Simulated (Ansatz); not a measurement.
Born–Oppenheimer molecular dynamics of a periodic cell of 20 atoms, K$_{2}$LiPdF$_{6}$ (host K2LiPdF6, host structure I4/mmm). It goes on from the last frame of an earlier run, with new velocities.

Method: DFT LDA, scalar-relativistic, plane waves, PAW in Ansatz 0.2.0. Settings: accuracy low, cutoff 420 eV, k mesh 2x2x1, fermi-dirac smearing 0.05 eV, no spin polarisation.

```
ensemble        : NVT, Langevin thermostat
time step       : 1 fs
steps asked     : 100
set temperature : 650 K
friction        : 0.02 /fs
seed            : 48219
```

First frame:

```xyz
20
Lattice="5.8001 0.0000 0.0000 0.0000 5.8001 0.0000 0.0000 0.0000 8.4582" Properties=species:S:1:pos:R:3
K 0.000 2.900 2.115
K 2.900 0.000 2.115
Li 0.000 0.000 4.229
Pd 0.000 0.000 0.000
F 1.367 1.367 0.000
F 1.532 1.532 4.229
F 1.532 4.268 4.229
F 4.268 1.532 4.229
F 0.000 0.000 2.126
F 0.000 0.000 6.332
K 2.900 0.000 6.344
K 0.000 2.900 6.344
Li 2.900 2.900 0.000
Pd 2.900 2.900 4.229
F 4.268 4.268 4.229
F 4.433 4.433 0.000
F 4.433 1.367 0.000
F 1.367 4.433 0.000
F 2.900 2.900 6.355
F 2.900 2.900 2.103
```

Task: What does the run give?

Result: All steps were run.

| Quantity | Value |
| --- | --- |
| steps done | 100 |
| time covered | 100 fs |
| mean temperature over the second half | 508 K |
| spread of the potential energy over the second half | 3.1 meV per atom |
| mean potential energy of the second half above the start | 46.7 meV per atom |

The mean temperature of the second half is 22 % below the set value. A run of 0.1 ps of so small a system gives no equilibrium averages. Limits of this set-up: coarse k mesh, low accuracy level.

Task: What happens to the structure?

Result: Mean squared displacements from the first frame to the last, about the centre of mass: K 0.05 Å², Li 0.12 Å², Pd 0.02 Å², F 0.12 Å². This is one draw of velocities; another would differ in detail.

Task: How do temperature and energy run in time?

Result: 
```
time (fs)  T (K)  potential energy less start (eV)
      0.0    618                             0.000
      5.0    480                             0.052
     10.0    379                             0.105
     15.0    360                             0.160
     20.0    430                             0.238
     25.0    461                             0.359
     30.0    417                             0.491
     35.0    417                             0.584
     40.0    404                             0.677
     45.0    412                             0.739
     50.0    420                             0.803
     55.0    420                             0.881
     60.0    457                             0.869
     65.0    379                             0.930
     70.0    549                             0.942
     75.0    533                             0.908
     80.0    598                             0.912
     85.0    531                             0.938
     90.0    483                             0.990
     95.0    608                             1.028
    100.0    577                             1.064
```

Time of the run: 12 min on 1 thread of Intel(R) Xeon(R) Platinum 8488C (Sapphire Rapids), on a shared host, peak memory 0.64 GiB.
